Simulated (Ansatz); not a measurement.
# C₂HClTe: an energy map over bond length C3–H5 and angle H5–C3–Te4

Aim: map the energy of C₂HClTe, SMILES ClC1=C[Te]1 over two coordinates, and find its wells, ridges and stiffness.

Computed with Ansatz 0.2.0. Level: RKS wB97X-V/def2-SVP.

## 1. Starting geometry

5 atoms, charge 0, spin multiplicity 1.

Atoms are counted from 1 here; the program's logs count them from 0.

Bond lengths: Cl1–C2 1.687 Å, C2–C3 1.301 Å, C2–Te4 2.206 Å, C3–Te4 2.225 Å, C3–H5 1.094 Å. Angles: Cl1–C2–C3 144.8°, Cl1–C2–Te4 141.5°, C3–C2–Te4 73.7°, C2–C3–Te4 72.1°, C2–C3–H5 148.5°, Te4–C3–H5 139.4°, C2–Te4–C3 34.1°.

Geometry (Å):

```mol
C2HClTe
  3D, bonds by distance, orders not assigned

  5  5  0  0  0  0  0  0  0  0999 V2000
   -0.0196   -1.3811    1.7388 Cl  0  0
   -0.1617   -0.3853    0.3841 C   0  0
    0.4633    0.4544   -0.3879 C   0  0
   -1.6165    0.2435   -1.1499 Te  0  0
    1.3844    0.9947   -0.6266 H   0  0
  1  2  8  0
  2  3  8  0
  2  4  8  0
  3  4  8  0
  3  5  8  0
M  END
```

This geometry comes from a loose relaxation at PBE in a small basis, which is not shown.

## 3. Setting up the map

First coordinate, bond length C3–H5: 9 values from 0.957 to 1.360 Å. Second coordinate, angle H5–C3–Te4: 9 values from 94.9 to 179.0 °.

Nothing else is relaxed (all other coordinates rigid). Energies count from the relaxed molecule at the same level.

(The set-up runs are not shown.)

## 4. Point bond length C3–H5 = 1.108 Å, angle H5–C3–Te4 = 137.0°

Input file input.yaml:

```yaml
crystal:
  periodic: [false, false, false]
  atoms:
    - { symbol: Cl, position_ang: [-0.024967, -1.372833, 1.725525] }
    - { symbol: C, position_ang: [-0.16421, -0.378257, 0.373831] }
    - { symbol: C, position_ang: [0.456662, 0.452665, -0.388913] }
    - { symbol: Te, position_ang: [-1.591476, 0.236282, -1.12821] }
    - { symbol: H, position_ang: [1.36431, 1.021834, -0.671553] }
basis:
  gaussian: { orbitals: def2-SVP }
hamiltonian:
  xc: { name: wB97X-V }
output:
  forces: true
```

Run with:

```sh
$ ansatz run input.yaml --threads 1 --pin off --max-ram 2560MiB --backend cpu --events-out ev --progress --plain --runs-dir out
```

The session goes on with these runs: the other points that were computed.

**Question.** What will these runs give? Wanted: lowest point; highest computed point; dipole moment.

The runs gave:

| quantity | value |
| --- | --- |
| lowest point | bond length C3–H5 = 1.108 Å, angle H5–C3–Te4 = 137.0°, 0.011 eV |
| highest computed point | bond length C3–H5 = 1.360 Å, angle H5–C3–Te4 = 94.9°, 1.72 eV above the lowest |
| dipole moment (D) | 0.35 at bond length C3–H5 = 0.957 Å, angle H5–C3–Te4 = 179.0° to 1.66 at bond length C3–H5 = 1.360 Å, angle H5–C3–Te4 = 105.4°; 1.09 at the lowest point |
| time for the whole task | 9.6 min on 1 thread, shared host |

In words: The lowest computed point is at bond length C3–H5 = 1.108 Å, angle H5–C3–Te4 = 137.0°, 0.011 eV from the relaxed molecule at the same level. The grid is coarse, so the lowest point of the scanned range may lie between grid points; coordinates that were held can hide deeper minima. The grid shows no other well, apart from its symmetry copies. The highest computed point, bond length C3–H5 = 1.360 Å, angle H5–C3–Te4 = 94.9°, lies 1.72 eV above the lowest. Round the minimum the two coordinates are nearly uncoupled.
